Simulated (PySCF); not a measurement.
# One shape, several levels: C2H7BBrO− (SMILES CC[BH-](O)Br)

Aim: a comparison of 6 runs (HF/3-21G, r2SCAN/6-31G, B3LYP/6-31G*, PBE0/cc-pVDZ, TPSSh/def2-SVP, r2SCAN/6-311G**) of C2H7BBrO−. 

The results are computed with PySCF 2.14.0.

**1. The system as given**

C2H7BBrO− has 12 atoms, charge -1, and is taken as a singlet. SMILES: `CC[BH-](O)Br`. Geometry: relaxed at GFN2-xTB. This is one conformer, not always the lowest.

Bond lengths: C1–C2 1.527 Å, C2–B3 1.631 Å, B3–O4 1.437 Å, B3–Br5 2.141 Å, C1–H6 1.090 Å, C1–H7 1.095 Å, C1–H8 1.089 Å, C2–H9 1.096 Å, C2–H10 1.097 Å, B3–H11 1.218 Å, O4–H12 0.957 Å. Some angles: C1–C2–B3 112.2°, C2–B3–O4 111.0°, C2–B3–Br5 105.5°, O4–B3–Br5 108.2°, C1–C2–H9 108.3°, C1–C2–H10 108.6°, B3–C2–H9 110.2°, B3–C2–H10 110.8°, C2–C1–H6 110.3°, C2–C1–H7 112.1°.

**2. Energy and forces at HF/3-21G (run 1)**

File input.py:

```python
from pyscf import gto

mol = gto.Mole()
mol.atom = '''
C       -0.744460       0.514850       1.283620
C        0.082310       0.777360       0.027250
B        0.598220      -0.603540      -0.670620
O       -0.499220      -1.333170      -1.244320
Br       1.897460       0.007990      -2.259020
H       -0.143670      -0.007550       2.028670
H       -1.117310       1.441240       1.731950
H       -1.596360      -0.116560       1.036810
H       -0.532940       1.349240      -0.676640
H        0.931360       1.418630       0.295300
H        1.332140      -1.271650       0.035020
H       -0.207530      -2.176850      -1.588020
'''
mol.charge = -1
mol.max_memory = 1860
mol.basis = '3-21g'
mol.verbose = 3
mol.build()

myscf = mol.RHF()
myscf.conv_tol = 1e-10
myscf.kernel()
if not myscf.converged:
    myscf = myscf.newton().run(myscf.mo_coeff, myscf.mo_occ)

etot = myscf.e_tot
print('E = %.10f Eh' % etot)
grad = myscf.nuc_grad_method().kernel()
dip = myscf.dip_moment()
pop, q = myscf.mulliken_pop()
```

The run is started by

```sh
$ OMP_NUM_THREADS=1 python input.py
```

The log of the run:

```text
converged SCF energy = -2738.52223654857
E = -2738.5222365486 Eh
--------------- RHF gradients ---------------
         x                y                z
0 C     0.0075954402     0.0034254785    -0.0097516083
1 C    -0.0095477031    -0.0050583239     0.0083417487
2 B     0.0138663871    -0.0059440762    -0.0274048849
[... 8 lines of this table left out ...]
11 H     0.0001425191     0.0079377735     0.0049982477
----------------------------------------------

WARN: System has nonzero charge -1; the dipole moment is origin-dependent.
[... 2 lines left out ...]
Dipole moment(X, Y, Z, Debye): -4.37228,  0.04448,  6.09389
[... 85 lines left out ...]
charge of   11H =      0.33880
```

It took 6 s on 1 thread of Intel Xeon at 2.70GHz, shared host; peak memory 0.14 GiB.

**3. Energy and gradient at r2SCAN/6-31G (run 2)**

File input.py:

```python
# CC[BH-](O)Br
from pyscf import gto, dft

mol = gto.Mole()
mol.atom = '''
C     -1.406826     0.972925     2.425690
C      0.155543     1.468998     0.051495
B      1.130472    -1.140525    -1.267288
O     -0.943389    -2.519326    -2.351424
Br     3.585680     0.015099    -4.268929
H     -0.271497    -0.014267     3.833631
H     -2.111410     2.723549     3.272911
H     -3.016683    -0.220266     1.959287
H     -1.007111     2.549694    -1.278664
H      1.760015     2.680822     0.558036
H      2.517380    -2.403070     0.066178
H     -0.392175    -4.113650    -3.000923
'''
mol.basis = '6-31g'
mol.verbose = 4
mol.charge = -1
mol.unit = 'bohr'
mol.spin = 0
mol.max_memory = 1860
mol.build()

myscf = dft.RKS(mol)
myscf.xc = 'r2scan'
myscf.grids.level = 5
myscf.conv_tol = 1e-10
myscf.kernel()
if not myscf.converged:
    myscf = myscf.newton().run(myscf.mo_coeff, myscf.mo_occ)

energy = myscf.e_tot
print('E(%s) = %.9f' % ('R2SCAN', energy))
grad = myscf.nuc_grad_method().kernel()
dip = myscf.dip_moment()
pop, q = myscf.mulliken_pop()
```

The run is started by

```sh
$ OMP_NUM_THREADS=1 python input.py
```

The log of the run:

```text
PySCF version 2.14.0

[... 85 lines left out ...]
converged SCF energy = -2754.22111178381
[... 14 lines left out ...]
WARN: System has nonzero charge -1; the dipole moment is origin-dependent.
[... 2 lines left out ...]
Dipole moment(X, Y, Z, Debye): -4.42549,  0.10292,  6.19588
[... 90 lines left out ...]
charge of   11H =      0.33682
```

It took 70 s on 1 thread of Intel Xeon at 2.70GHz, shared host; peak memory 0.78 GiB.

Run 3 isn't shown in full; the table further down has it.

**4. Energy and gradient at PBE0/cc-pVDZ (run 4)**

File mol.xyz:

```xyz
12
C2H7BBrO
C     -0.744460     0.514850     1.283620
C      0.082310     0.777360     0.027250
B      0.598220    -0.603540    -0.670620
O     -0.499220    -1.333170    -1.244320
Br     1.897460     0.007990    -2.259020
H     -0.143670    -0.007550     2.028670
H     -1.117310     1.441240     1.731950
H     -1.596360    -0.116560     1.036810
H     -0.532940     1.349240    -0.676640
H      0.931360     1.418630     0.295300
H      1.332140    -1.271650     0.035020
H     -0.207530    -2.176850    -1.588020
```

File calc.py:

```python
# CC[BH-](O)Br
import pyscf.grad
from pyscf import gto, dft

molecule = gto.M(
    atom='mol.xyz',
    charge=-1,
    verbose=4,
    basis='cc-pvdz',
    max_memory=1860,
)

mf = dft.RKS(molecule)
mf.xc = 'pbe0'
mf.grids.level = 5
mf.conv_tol = 1e-10
mf.kernel()
if not mf.converged:
    mf = mf.newton().run(mf.mo_coeff, mf.mo_occ)

e_final = mf.e_tot
print('E = %.10f Eh' % e_final)
grad = mf.Gradients().kernel()
mf.analyze()
```

The run is started by

```sh
$ OMP_NUM_THREADS=1 python calc.py
```

The log of the run:

```text
PySCF version 2.14.0

[... 111 lines left out ...]
MO #8   energy= -10.0223450025902  occ= 2
[... 21 lines left out ...]
MO #30  energy= -0.15917211956156  occ= 2
[... 21 lines left out ...]
MO #52  energy= 0.701852485753815  occ= 0
[... 21 lines left out ...]
MO #74  energy= 1.18128187134238   occ= 0
[... 21 lines left out ...]
MO #96  energy= 1.96650311243885   occ= 0
[... 21 lines left out ...]
MO #118 energy= 3.90447633784583   occ= 0
[... 134 lines left out ...]
WARN: System has nonzero charge -1; the dipole moment is origin-dependent.
Location of origin: [0. 0. 0.]

Dipole moment(X, Y, Z, Debye): -4.42368,  0.30288,  5.72157
```

Run time: 93 s. Hardware: 1 thread of Intel Xeon at 2.70GHz, shared host; peak memory 1.2 GiB.

Run 5 isn't shown in full; the table further down has it.

**5. Energy and forces at r2SCAN/6-311G(d,p) (run 6)**

File input.xyz:

```xyz
12

C     -0.744460     0.514850     1.283620
C      0.082310     0.777360     0.027250
B      0.598220    -0.603540    -0.670620
O     -0.499220    -1.333170    -1.244320
Br     1.897460     0.007990    -2.259020
H     -0.143670    -0.007550     2.028670
H     -1.117310     1.441240     1.731950
H     -1.596360    -0.116560     1.036810
H     -0.532940     1.349240    -0.676640
H      0.931360     1.418630     0.295300
H      1.332140    -1.271650     0.035020
H     -0.207530    -2.176850    -1.588020
```

File job.py:

```python
import pyscf.grad
from pyscf import gto, dft

system = gto.Mole()
system.atom = 'input.xyz'
system.verbose = 3
system.charge = -1
system.basis = '6-311g**'
system.max_memory = 1860
system.build()

calc0 = dft.RKS(system)
calc0.xc = 'r2scan'
calc0.conv_tol = 1e-10
calc0.grids.level = 5
calc0.kernel()
if not calc0.converged:
    calc0 = calc0.newton().run(calc0.mo_coeff, calc0.mo_occ)

e_tot = calc0.e_tot
print('Final energy', e_tot)
grad = calc0.Gradients().kernel()
calc0.analyze()
```

The run is started by

```sh
$ OMP_NUM_THREADS=1 python job.py
```

The log of the run:

```text
converged SCF energy = -2754.68368613341
[... 32 lines left out ...]
MO #23  energy= -0.304606961154736 occ= 2
[... 26 lines left out ...]
MO #50  energy= 0.494289627709208  occ= 0
[... 26 lines left out ...]
MO #77  energy= 1.1934115542696    occ= 0
[... 26 lines left out ...]
MO #104 energy= 2.19858051975716   occ= 0
[... 26 lines left out ...]
MO #131 energy= 3.74321675957597   occ= 0
[... 26 lines left out ...]
MO #158 energy= 1021.68305670265   occ= 0
[... 14 lines left out ...]
WARN: System has nonzero charge -1; the dipole moment is origin-dependent.
Location of origin: [0. 0. 0.]

Dipole moment(X, Y, Z, Debye): -4.57408,  0.20365,  5.92073
```

Wall time 3.2 min (1 thread of Intel Xeon at 2.70GHz, shared host); peak memory 1.9 GiB.

**6. The series**

| run | level | integration grid | Cartesian functions | energy (Eh) | HOMO energy (eV) | LUMO energy (eV) | HOMO–LUMO gap (eV) | wall time |
| --- | --- | --- | --- | --- | --- | --- | --- | --- |
| 1 | HF/3-21G | – | no | -2738.522237 | -4.28 | 11.47 | 15.75 | 6 s |
| 2 | r2SCAN/6-31G | 5 | no | -2754.221112 | -0.66 | 6.43 | 7.10 | 70 s |
| 3 | B3LYP/6-31G* (Cartesian functions) | 5 | yes | -2754.512782 | -1.38 | 6.66 | 8.04 | 88 s |
| 4 | PBE0/cc-pVDZ | 5 | no | -2754.253108 | -1.59 | 6.14 | 7.73 | 93 s |
| 5 | TPSSh/def2-SVP | 5 | no | -2754.274536 | -0.91 | 5.83 | 6.74 | 2.2 min |
| 6 | r2SCAN/6-311G** | 5 | no | -2754.683686 | -0.90 | 5.31 | 6.20 | 3.2 min |

**7. Results**

| quantity | value |
| --- | --- |
| run 6: total energy | -2754.68369 Eh |
| run 6: HOMO energy | -0.90 eV |
| run 6: LUMO energy | 5.31 eV |
| run 6: HOMO–LUMO gap (to an unbound level, set by the basis) | 6.20 eV |
| run 6: largest force on an atom | 0.913 eV/Å |

**Reading.** The HOMO–LUMO gap runs from 6.20 eV (r2SCAN/6-311G**) to 15.75 eV (HF/3-21G). The two ends differ in method and basis. The empty levels of an anion lie above zero and hang on the basis. Totals of different functionals can't be ranked against each other. All runs together took 9.7 min, the longest 3.2 min.
